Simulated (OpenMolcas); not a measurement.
# B3H3O3 (SMILES B1OBOBO1): levels of theory compared

Wanted: a comparison of 6 runs (HF/STO-3G, HF/3-21G, B3LYP/6-31G*, M06-L/6-31G*, PBE/6-31G*, revPBE/6-31G*) of B3H3O3. 

The calculation is run with OpenMolcas 26.06.

1 further run of the same task is left out (set aside as unsound or not needed).

**1. Starting point**

The species is B3H3O3 (9 atoms), meant as a singlet with charge 0. SMILES: `B1OBOBO1`. The shape is that of a PBE0-D4/def2-TZVP optimisation. This is one conformer, not always the lowest.

Bond lengths: B1–O2 1.372 Å, O2–B3 1.372 Å, B3–O4 1.372 Å, O4–B5 1.372 Å, B1–O6 1.372 Å, B5–O6 1.372 Å, B1–H7 1.190 Å, B3–H8 1.190 Å, B5–H9 1.190 Å. Some angles: B1–O2–B3 120.3°, O2–B1–O6 119.7°, O2–B3–O4 119.7°, B3–O4–B5 120.3°, O4–B5–O6 119.7°, B1–O6–B5 120.3°, O2–B1–H7 120.2°, O6–B1–H7 120.2°, O2–B3–H8 120.2°, O4–B3–H8 120.2°.

**2. Energy and gradient at HF/STO-3G (run 1)**

job.inp

```
&GATEWAY
BasLib=$CurrDir
BasisSet
B.STO-3G....
B1 1.301600 0.115800 -0.424700 angstrom
B3 -0.686900 -1.172700 -0.202300 angstrom
B5 -0.614800 1.056900 0.626900 angstrom
End of Basis
BasisSet
O.STO-3G....
O2 0.612800 -1.053500 -0.624800 angstrom
O4 -1.297400 -0.115400 0.423200 angstrom
O6 0.684600 1.168900 0.201600 angstrom
End of Basis
BasisSet
H.STO-3G....
H7 2.429300 0.216200 -0.792600 angstrom
H8 -1.281900 -2.188700 -0.377500 angstrom
H9 -1.147300 1.972500 1.170100 angstrom
End of Basis
&SEWARD
&SCF
Thresholds=1e-10 1e-07 1e-07 1e-05
PrOrbitals=0
&ALASKA
```

The basis set STO-3G is read from a file made from the Basis Set Exchange's data (not shown).

Run with:

```sh
$ export MOLCAS_MEM=1860
$ pymolcas job.inp > job.log
```

The program printed:

```text
--- Start Module: gateway ---
[...]
--- Stop Module: gateway /rc=_RC_ALL_IS_WELL_ ---
[...]
      Basis functions           33
[...]
--- Start Module: scf ---
[...]
       Convergence after  10 Iterations
[...]
::    Total SCF energy                               -296.7544792900
[...]
      Total spin, S                                     0.0000000000
[...]
      Total electronic charge=   42.000000
      Total            charge=   -0.000000
[...]
      Dipole Moment (debye):
      Origin of the operator (angstrom)=   -0.0000   -0.0000   -0.0000
                   X= -5.1620E-04               Y= -2.6635E-04               Z= -3.9287E-04           Total=  7.0125E-04
      Quadrupole Moment (debye*angstrom):
[...]
--- Stop Module: scf /rc=_RC_ALL_IS_WELL_ ---
--- Start Module: alaska ---
[...]
 *              Molecular gradients               *
 **************************************************
  Irreducible representation: a
 ------------------------------------------------------------------------------------------
                              X                       Y                       Z
 ------------------------------------------------------------------------------------------
  B1               -7.13940231473487E-03   -6.82008517275956E-04    2.29018979726536E-03
  B3                3.71172503651840E-03    6.39760048044913E-03    1.09302098999109E-03
  B5                3.30290114028431E-03   -5.78534360090099E-03   -3.42035809918384E-03
  O2                5.18592285765873E-03   -8.83017711753453E-03   -5.23501477131028E-03
  O4               -1.08599553397433E-02   -9.27822870935957E-04    3.56523813715093E-03
  O6                5.73871026742800E-03    9.83152923708097E-03    1.71341648908685E-03
  H7                1.78377372928544E-02    1.58923156487434E-03   -5.81483989932208E-03
  H8               -9.38331350419119E-03   -1.60392281981752E-02   -2.76339768015599E-03
[...]
--- Stop Module: alaska /rc=_RC_ALL_IS_WELL_ ---
[...]
```

Run time: 1.5 s. Hardware: 1 thread of Intel Xeon 6975P-C (Granite Rapids), shared host; peak memory 0.37 GiB.

**3. Energy and forces at HF/3-21G (run 2)**

job.input

```
* B3H3O3 Hartree-Fock

&GATEWAY
  BasLib=$CurrDir
  Coord
  9
  bohr
  B      2.45966752     0.21883029    -0.80256669
  O      1.15802417    -1.99082647    -1.18070088
  B     -1.29805288    -2.21608183    -0.38229160
  O     -2.45173067    -0.21807439     0.79973210
  B     -1.16180362     1.99725154     1.18466931
  O      1.29370650     2.20890087     0.38096879
  H      4.59071167     0.40855879    -1.49779693
  H     -2.42243992    -4.13604357    -0.71337161
  H     -2.16808278     3.72748478     2.21116854
  Basis=3-21G
  Group=NoSym

&SEWARD

&SCF
  Thresholds=1e-10 1e-07 1e-07 1e-05
  PrOrbitals=1 1

&ALASKA
```

The basis set 3-21G is read from a file made from the Basis Set Exchange's data (not shown).

Run with:

```sh
$ export MOLCAS_MEM=1860
$ pymolcas job.input > job.log
```

The program printed:

```text
--- Start Module: gateway ---
[...]
--- Stop Module: gateway /rc=_RC_ALL_IS_WELL_ ---
[...]
      Basis functions           60
[...]
--- Start Module: scf ---
[...]
       Convergence after  12 Iterations
[...]
::    Total SCF energy                               -299.0494367462
[...]
      Total spin, S                                     0.0000000000
[...]
      Total electronic charge=   42.000000
      Total            charge=   -0.000000
[...]
      Dipole Moment (debye):
      Origin of the operator (angstrom)=   -0.0000    0.0000   -0.0000
                   X= -6.8890E-04               Y= -2.9766E-04               Z= -4.2714E-04           Total=  8.6350E-04
      Quadrupole Moment (debye*angstrom):
[...]
--- Stop Module: scf /rc=_RC_ALL_IS_WELL_ ---
--- Start Module: alaska ---
[...]
 *              Molecular gradients               *
 **************************************************
  Irreducible representation: a
 ------------------------------------------------------------------------------------------
                              X                       Y                       Z
 ------------------------------------------------------------------------------------------
  B1               -5.80088179318503E-02   -5.20859210966773E-03    1.88882587975758E-02
  O2               -7.15864801241750E-04    1.31746381464204E-03    7.78880301943730E-04
  B3                3.05622673568027E-02    5.22371103717063E-02    9.00082938960112E-03
  O4                1.63190242843747E-03    1.81014362797161E-04   -5.09299166352228E-04
  B5                2.73391398921583E-02   -4.70977466575206E-02   -2.79278385359274E-02
  O6               -8.56884532761448E-04   -1.42345251030385E-03   -2.27075182874348E-04
  H7                8.72578832092730E-03    7.76947237660086E-04   -2.84166160059685E-03
  H8               -4.58080324556587E-03   -7.83717394373040E-03   -1.34847748718081E-03
[...]
--- Stop Module: alaska /rc=_RC_ALL_IS_WELL_ ---
[...]
```

It took 2.3 s on 1 thread of Intel Xeon 6975P-C (Granite Rapids), shared host; peak memory 0.39 GiB.

Runs 3 to 4 aren't shown in full; the table further down has their settings and results.

**4. Energy and gradient at PBE/6-31G(d) (spherical functions) (run 5)**

input.xyz

```xyz
9

B      1.301600     0.115800    -0.424700
O      0.612800    -1.053500    -0.624800
B     -0.686900    -1.172700    -0.202300
O     -1.297400    -0.115400     0.423200
B     -0.614800     1.056900     0.626900
O      0.684600     1.168900     0.201600
H      2.429300     0.216200    -0.792600
H     -1.281900    -2.188700    -0.377500
H     -1.147300     1.972500     1.170100
```

test.input

```
* B3H3O3 Kohn-Sham DFT
>>> EXPORT MOLCAS_PRINT=2

&gateway
 baslib=$CurrDir
 coord=input.xyz
 basis=6-31Gs
 group=NoSym

&seward
 gridinput
 Grid=UltraFine
 End of Grid

&scf
 ksdft=PBE
 thresholds=1e-10 1e-07 1e-07 1e-05
 prorbitals=1 1

&alaska
```

The basis set 6-31G* is read from a file made from the Basis Set Exchange's data (not shown).

Run with:

```sh
$ export MOLCAS_MEM=1860
$ pymolcas test.input > test.log
```

The program printed:

```text
--- Start Module: gateway ---
[...]
--- Stop Module: gateway /rc=_RC_ALL_IS_WELL_ ---
[...]
      Basis functions           90
[...]
--- Start Module: scf ---
[...]
       Convergence after  13 Iterations
[...]
::    Total KS-DFT energy                            -301.9302908191
[...]
      Total spin, S                                     0.0000000000
[...]
      Total electronic charge=   42.000000
      Total            charge=   -0.000000
[...]
      Dipole Moment (debye):
      Origin of the operator (angstrom)=   -0.0000    0.0000   -0.0000
                   X= -5.3285E-04               Y= -3.2023E-04               Z= -2.4925E-04           Total=  6.6978E-04
      Quadrupole Moment (debye*angstrom):
[...]
--- Stop Module: scf /rc=_RC_ALL_IS_WELL_ ---
[...]
--- Start Module: alaska ---
[...]
 *              Molecular gradients               *
 **************************************************
  Irreducible representation: a
 ------------------------------------------------------------------------------------------
                              X                       Y                       Z
 ------------------------------------------------------------------------------------------
  B1               -4.31811357921141E-03   -4.20405950247393E-04    1.38000258757787E-03
  O2               -6.20486802505127E-03    1.07377754541549E-02    6.36609566947755E-03
  B3                2.24071519013691E-03    3.86845433578031E-03    6.60450928317458E-04
  O4                1.32266055475672E-02    1.20502625045504E-03   -4.29630149802218E-03
  B5                1.99238314194705E-03   -3.50341821752664E-03   -2.06878396699572E-03
  O6               -6.97984546417096E-03   -1.18830558471625E-02   -2.03427593584893E-03
  H7               -4.41766677498023E-03   -3.92664667307363E-04    1.44502898466770E-03
  H8                2.35239024766143E-03    4.00536727975931E-03    6.92896247166064E-04
[...]
--- Stop Module: alaska /rc=_RC_ALL_IS_WELL_ ---
[...]
```

Run time: 28 s. Hardware: 1 thread of Intel Xeon 6975P-C (Granite Rapids), shared host; peak memory 0.49 GiB.

**5. Energy and gradient at revPBE/6-31G(d) (spherical functions) (run 6)**

mol.inp

```
>>> EXPORT MOLCAS_PRINT=2

&GATEWAY
 BasLib = $CurrDir
 Coord
 9
 angstrom
 B        1.301600       0.115800      -0.424700
 O        0.612800      -1.053500      -0.624800
 B       -0.686900      -1.172700      -0.202300
 O       -1.297400      -0.115400       0.423200
 B       -0.614800       1.056900       0.626900
 O        0.684600       1.168900       0.201600
 H        2.429300       0.216200      -0.792600
 H       -1.281900      -2.188700      -0.377500
 H       -1.147300       1.972500       1.170100
 Basis = 6-31Gs
 Group = NoSym

&SEWARD
 GridInput
 Grid=UltraFine
 End of Grid

&SCF
 KSDFT = revPBE
 Thresholds = 1e-10 1e-07 1e-07 1e-05
 PrOrbitals = 1 1

&ALASKA
```

The basis set 6-31G* is read from a file made from the Basis Set Exchange's data (not shown).

Run with:

```sh
$ export MOLCAS_MEM=1860
$ pymolcas mol.inp > mol.log
```

The program printed:

```text
--- Start Module: gateway ---
[...]
--- Stop Module: gateway /rc=_RC_ALL_IS_WELL_ ---
[...]
      Basis functions           90
[...]
--- Start Module: scf ---
[...]
       Convergence after  14 Iterations
[...]
::    Total KS-DFT energy                            -302.1892199096
[...]
      Total spin, S                                     0.0000000000
[...]
      Total electronic charge=   42.000000
      Total            charge=   -0.000000
[...]
      Dipole Moment (debye):
      Origin of the operator (angstrom)=   -0.0000    0.0000   -0.0000
                   X= -5.4327E-04               Y= -3.2274E-04               Z= -2.5139E-04           Total=  6.8007E-04
      Quadrupole Moment (debye*angstrom):
[...]
--- Stop Module: scf /rc=_RC_ALL_IS_WELL_ ---
[...]
--- Start Module: alaska ---
[...]
 *              Molecular gradients               *
 **************************************************
  Irreducible representation: a
 ------------------------------------------------------------------------------------------
                              X                       Y                       Z
 ------------------------------------------------------------------------------------------
  B1               -7.60363158561361E-03   -7.13399040652818E-04    2.45210519761851E-03
  O2               -8.36366666641730E-03    1.44501205306682E-02    8.56701191000386E-03
  B3                3.97464908064471E-03    6.82860842748667E-03    1.17122544317549E-03
  O4                1.77980287814350E-02    1.61180563441632E-03   -5.78734776419498E-03
  B5                3.54378165574154E-03   -6.17146541293856E-03   -3.65132679099567E-03
  O6               -9.39232708330628E-03   -1.60013771618868E-02   -2.74454633558463E-03
  H7               -4.98836690887794E-03   -4.43242054094295E-04    1.63134129399012E-03
  H8                2.65344687995572E-03    4.51946958611105E-03    7.81610616083062E-04
[...]
--- Stop Module: alaska /rc=_RC_ALL_IS_WELL_ ---
[...]
```

It took 28 s on 1 thread of Intel Xeon 6975P-C (Granite Rapids), shared host; peak memory 0.49 GiB.

**6. All runs side by side**

```tsv
run	level	integration grid	energy (Eh)	dipole moment (D)	HOMO energy (eV)	LUMO energy (eV)	wall time
1	HF/STO-3G	–	-296.754479	0.00	-10.75	7.32	1.5 s
2	HF/3-21G	–	-299.049437	0.00	-13.52	3.57	2.3 s
3	B3LYP/6-31G* (spherical functions)	UltraFine	-302.314899	0.00	-9.18	-0.46	26 s
4	M06-L/6-31G* (spherical functions)	UltraFine	-302.268501	0.00	-8.24	-0.99	34 s
5	PBE/6-31G* (spherical functions)	UltraFine	-301.930291	0.00	-7.80	-1.35	28 s
6	revPBE/6-31G* (spherical functions)	UltraFine	-302.189220	0.00	-7.75	-1.24	28 s
```

**7. What came out**

```
                       quantity          value
            run 6: total energy  -302.18922 Eh
           run 6: dipole moment         0.00 D
             run 6: HOMO energy       -7.75 eV
             run 6: LUMO energy       -1.24 eV
           run 6: HOMO–LUMO gap        6.52 eV
run 6: largest force on an atom     0.966 eV/Å
```

**Reading.** The HOMO–LUMO gap runs from 6.44 eV (PBE/6-31G*) to 18.07 eV (HF/STO-3G). The two ends differ in method and basis. Totals of different functionals can't be ranked against each other. In run 1 the basis is minimal, so the values are rough. All runs together took 2 min, the longest 34 s.
